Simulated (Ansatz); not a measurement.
Geometry optimisation, Ansatz 0.2.0, DFT PBEsol, scalar-relativistic, plane waves, PAW.

Input:

```yaml
crystal:
  lattice:
    - [7.67918, 0.0, 0.0]
    - [3.83959, 6.650365, 0.0]
    - [0.0, 0.0, 17.868765]
  atoms:
    - { symbol: H, position: [0.1666667, 0.1666667, 0.0559636] }
    - { symbol: H, position: [0.6666667, 0.1666667, 0.0559636] }
    - { symbol: H, position: [0.1666667, 0.6666667, 0.0559636] }
    - { symbol: H, position: [0.6666667, 0.6666667, 0.0559636] }
    - { symbol: Si, position: [0.1666667, 0.1666667, 0.1399089] }
    - { symbol: Si, position: [0.6666667, 0.1666667, 0.1399089] }
    - { symbol: Si, position: [0.1666667, 0.6666667, 0.1399089] }
    - { symbol: Si, position: [0.6666667, 0.6666667, 0.1399089] }
    - { symbol: Si, position: [-0.1666667, 0.3333333, 0.1837706] }
    - { symbol: Si, position: [0.3333333, 0.3333333, 0.1837706] }
    - { symbol: Si, position: [-0.1666667, 0.8333333, 0.1837706] }
    - { symbol: Si, position: [0.3333333, 0.8333333, 0.1837706] }
    - { symbol: Si, position: [-0.1666667, 0.3333333, 0.3153554] }
    - { symbol: Si, position: [0.3333333, 0.3333333, 0.3153554] }
    - { symbol: Si, position: [-0.1666667, 0.8333333, 0.3153554] }
    - { symbol: Si, position: [0.3333333, 0.8333333, 0.3153554] }
    - { symbol: Si, position: [0.0, 0.0, 0.359217] }
    - { symbol: Si, position: [0.5, 0.0, 0.359217] }
    - { symbol: Si, position: [0.0, 0.5, 0.359217] }
    - { symbol: Si, position: [0.5, 0.5, 0.359217] }
    - { symbol: H, position: [0.0, 0.5, 0.4403642] }
    - { symbol: H, position: [0.5, 0.5, 0.4403642] }
    - { symbol: F, position: [0.8235235, 0.1746536, 0.4717038] }
    - { symbol: H, position: [0.8124135, 0.0699387, 0.4940893] }
basis:
  ecutwfc: 420.0
kpoints:
  mp_grid: { grid: [2, 2, 1] }
hamiltonian:
  xc: pbesol
  pseudopotentials: { kind: paw, azcp: { folder: soft_1 } }
scf:
  occupations: { method: gaussian, width: 0.02 }
  lower_state_search: "off"
relax:
  f_tol: 0.03
  max_steps: 60
  adjacent_minimum: "off"
  constraints: [{ sites: [0, 1, 2, 3, 4, 5, 6, 7] }]
```

Run as:

```bash
$ ansatz run input.yaml --threads 1 --pin off --max-ram 3072MiB --backend cpu --events-out ev --progress --plain --runs-dir out
```

Problem. Where does it end, and by what steps?

Solution. It converged. The force dipped under the threshold on the way, but the program's further checks kept it going. Limits of this set-up: thin slab, slab without dipole correction, no dispersion correction for a molecule that may bind weakly, PAW files made for another functional. After 23 steps the energy has fallen by 3.858 eV; H24 moved furthest, 2.88 Å. Parted: F23–H24. Joined: Si17–F23, Si18–H24.

```csv
step,energy less start (eV),largest force component (eV/Å),accepted
0,0.0000,1.324,yes
1,-0.3281,1.042,yes
2,-0.5995,1.391,yes
3,-0.7800,1.162,yes
4,-0.7824,1.142,yes
5,-0.8770,0.793,yes
6,-0.9459,0.524,yes
7,-1.0132,0.631,yes
8,-1.0866,0.284,yes
9,-1.1766,0.437,yes
10,-1.2552,0.850,yes
11,-1.2630,2.002,yes
12,-1.6920,2.154,yes
13,-2.2175,1.985,yes
14,-2.6902,1.318,yes
15,-3.0837,0.861,yes
16,-3.3253,0.832,yes
17,-3.5112,0.651,yes
18,-3.6611,0.464,yes
19,-3.7657,0.267,yes
20,-3.8308,0.141,yes
21,-3.8573,0.019,yes
22,-3.8573,0.020,yes
23,-3.8580,0.017,yes
```

```xyz
24
Lattice="7.6792 0.0000 0.0000 3.8396 6.6504 0.0000 0.0000 0.0000 17.8688" Properties=species:S:1:pos:R:3
H 1.920 1.108 1.000
H 5.759 1.108 1.000
H 3.840 4.434 1.000
H 7.679 4.434 1.000
Si 1.920 1.108 2.500
Si 5.759 1.108 2.500
Si 3.840 4.434 2.500
Si 7.679 4.434 2.500
Si 0.000 2.215 3.252
Si 3.840 2.217 3.255
Si 1.921 5.543 3.252
Si 5.758 5.542 3.252
Si 0.000 2.226 5.596
Si 3.840 2.217 5.597
Si 1.912 5.537 5.595
Si 5.767 5.537 5.595
Si 0.000 0.000 6.324
Si 3.839 0.003 6.355
Si 1.923 3.324 6.357
Si 5.757 3.323 6.358
H 1.918 3.326 7.861
H 5.761 3.325 7.863
F 7.684 -0.002 7.953
H 3.838 -0.001 7.861
```

Whether the end is a true minimum wasn't checked by a vibrational analysis.

The run took 4.3 min on 1 thread of Intel(R) Xeon(R) Platinum 8259CL CPU @ 2.50GHz (Skylake/Cascade Lake) (shared host), peak memory 0.98 GiB.
